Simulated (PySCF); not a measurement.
# A diatomic session: InO+

One table from this session's results is given with a row withheld; the runs are named, their logs left out.

Method: In def2-TZVPPD with ECP28, O def2-TZVPPD, scalar-relativistic core potentials; program: PySCF 2.14.0.

The first run:

A driver script around PySCF takes these settings:

```json
{
 "atoms": "In, O",
 "charge": "1",
 "basis": "In def2-TZVPPD with ECP28, O def2-TZVPPD",
 "Hamiltonian": "scalar-relativistic core potentials",
 "basis functions": "96",
 "electrons treated": "28",
 "masses in u": "114.9039, 15.9949",
 "levels": "PBE0, PBE, r²SCAN, B97-3, LDA, r²SCAN0, M06-2X, TPSS, CAM-B3LYP, HF, MP2, SCS-MP2, CCSD, CCSD(T)",
 "grid": "80 radial by 434 angular points",
 "occupations": "held fixed by the projection of orbital angular momentum",
 "dissociation limit": "In+ + O, each in its ground configuration",
 "starting distance in angstrom": "2.090",
 "values of 2S to try": "0, 2"
}
```

Started as:

```
> OMP_NUM_THREADS=2 python dia.py task.json out
```

Steps of the session up to this table: Input; First curve: PBE0; Higher solutions at PBE0; PBE; r²SCAN; B97-3; LDA; r²SCAN0; M06-2X; TPSS (meta-GGA); CAM-B3LYP (range-separated hybrid); UHF (mean field); Adding correlation.

One table of the session follows, with a row left open; its other results are not shown here.

Energy (eV) from each level's lowest point:

```
R (Å)    UHF  UHF-MP2  UHF-SCS-MP2  UHF-CCSD  UHF-CCSD(T)
2.558  0.208    0.125        0.142       n/a          n/a
2.677  0.121    0.059        0.071     0.067        0.059
2.796  0.066    0.023        0.030     0.028        0.023
2.885      ?        ?            ?         ?            ?
2.974  0.021    0.001        0.003     0.003        0.001
3.063  0.009    0.000        0.000     0.000        0.000
3.182  0.002    0.004        0.002     0.002        0.004
3.331  0.000    0.015        0.010     0.011        0.015
3.509  0.005    0.032        0.026     0.026        0.032
3.747  0.017    0.057        0.048       n/a          n/a
```

Estimate the missing values for R (Å) = 2.885.

Worked estimate for «UHF». A straight line through the neighbours (2.796, 0.066) and (2.974, 0.021) gives 0.066 + (0.021 − 0.066) × (2.885 − 2.796) / (2.974 − 2.796) = 0.044; a parabola fitted to 4 rows on both sides gives 0.039.

**Answer.** UHF: 0.039; UHF-MP2: 0.008; UHF-SCS-MP2: 0.013; UHF-CCSD: 0.011; UHF-CCSD(T): 0.008. In «UHF» the line misses by +0.005 and the parabola by 0.000.

Caveats from the session: The bond is weak, and basis-set superposition, which was not computed, may be a sizeable part of it.
